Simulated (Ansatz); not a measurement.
**SiGeH₅ (doublet): the correlation ladder, cc-pVDZ**

One table from this session's results is given with a row withheld; the runs are named, their logs left out.

Computed with Ansatz 0.2.0, Gaussian basis. Level: cc-pVDZ, core rule «outside noble gas», up to 19 orbitals frozen.

Plan: UHF; CCSD(T) on ROHF; CCSD(T) on UHF; BCCD(T) on ROHF; CISD as a restricted active space (open shells left free, so some higher excitations enter); CCSDT(Q) on ROHF; CCSDT(Q) on UHF; CASSCF and MRCISD+Q, 9 electrons in 9 orbitals; CASSCF and NEVPT2, 9 electrons in 9 orbitals.

21 further runs of the same task are left out: 9 that didn't finish, 12 set aside as unsound or not needed. Runs told in other sessions of the task aren't counted.

**The geometry**

The geometry is a PBE0/def2-TZVP stationary point (not a proven minimum). No spin-orbit coupling is included. The filled d shell of Ge may be among the frozen orbitals whatever the setting's name suggests.

7 atoms, charge 0, spin multiplicity 2.

Atoms are counted from 1 here; the program's logs count them from 0.

Bond lengths: Si1–Ge2 2.372 Å, Si1–H3 1.489 Å, Si1–H4 1.489 Å, Ge2–H5 1.537 Å, Ge2–H6 1.541 Å, Ge2–H7 1.537 Å. Angles: Ge2–Si1–H3 113.5°, Ge2–Si1–H4 113.5°, H3–Si1–H4 109.6°, Si1–Ge2–H5 109.6°, Si1–Ge2–H6 112.2°, Si1–Ge2–H7 109.6°, H5–Ge2–H6 108.4°, H5–Ge2–H7 108.7°, H6–Ge2–H7 108.4°.

Geometry (Å):

```
Si   -0.0815    0.0000    1.6989
Ge    0.0162    0.0000   -0.6709
H     0.5131   -1.2169    2.3175
H     0.5131    1.2169    2.3175
H    -0.6949    1.2490   -1.2159
H     1.4662    0.0000   -1.1928
H    -0.6949   -1.2490   -1.2159
```

Set-up of the first run:

File in.yaml:

```yaml
crystal:
  periodic: [false, false, false]
  atoms:
    - {symbol: Si, position_ang: [-0.081543, 0.000000, 1.698859]}
    - {symbol: Ge, position_ang: [0.016230, 0.000000, -0.670868]}
    - {symbol: H, position_ang: [0.513083, -1.216854, 2.317500]}
    - {symbol: H, position_ang: [0.513083, 1.216854, 2.317500]}
    - {symbol: H, position_ang: [-0.694920, 1.249004, -1.215853]}
    - {symbol: H, position_ang: [1.466162, 0.000000, -1.192785]}
    - {symbol: H, position_ang: [-0.694920, -1.249004, -1.215853]}
basis:
  gaussian: {orbitals: cc-pVDZ}
magnetization: {spin_polarized: true, initial_magnetization: 1}
hamiltonian: {xc: hf}
output: {orbitals: {seedname: orbitals}}
```

Command:

```
ansatz run in.yaml --threads 1 --pin off --events-out ev --progress --plain --max-ram 2393MiB
```

Steps of the session up to this table: UHF; CCSD(T) on ROHF; CCSD(T) on UHF; BCCD(T) on ROHF; CISD as a restricted active space (open shells left free, so some higher excitations enter); CCSDT(Q) on ROHF; CCSDT(Q) on UHF; CASSCF and MRCISD+Q, 9 electrons in 9 orbitals; CASSCF and NEVPT2, 9 electrons in 9 orbitals.

One table of the session follows, with a row left open; its other results are not shown here.

```
           method  from UCCSDT(Q) (kcal/mol)
             ROHF                    +152.68
              UHF                          ?
             RMP2                     +33.61
             UMP2                     +33.49
             CISD                     +17.80
            RCCSD                      +4.37
            UCCSD                      +4.34
         RCCSD(T)                      +0.88
         UCCSD(T)                      +0.87
          BCCD(T)                      +0.86
           RCCSDT                      +0.14
           UCCSDT                      +0.13
        RCCSDT(Q)                      +0.01
        UCCSDT(Q)                          0
  CASSCF frontier                    +116.77
  NEVPT2 frontier                     +33.81
  MRCISD frontier                     +10.97
MRCISD+Q frontier                      +0.88
```

**Question.** Estimate the row for UHF.

The run gave: from UCCSDT(Q) (kcal/mol): +151.42. In the column «from UCCSDT(Q) (kcal/mol)» it lies between CASSCF frontier (+116.77) and ROHF (+152.68).

With the free atoms at the same levels and basis (separate runs), the atomisation energy is 16.617 eV at UCCSDT(Q), 16.609 eV at RCCSD(T), 16.599 eV at UCCSD(T), 13.529 eV at ROHF.

Caveats from the session: Restricted and unrestricted rows rest on different reference determinants; a gap between their highest levels can come from leftover correlation error, from unlike frozen cores or from another state.
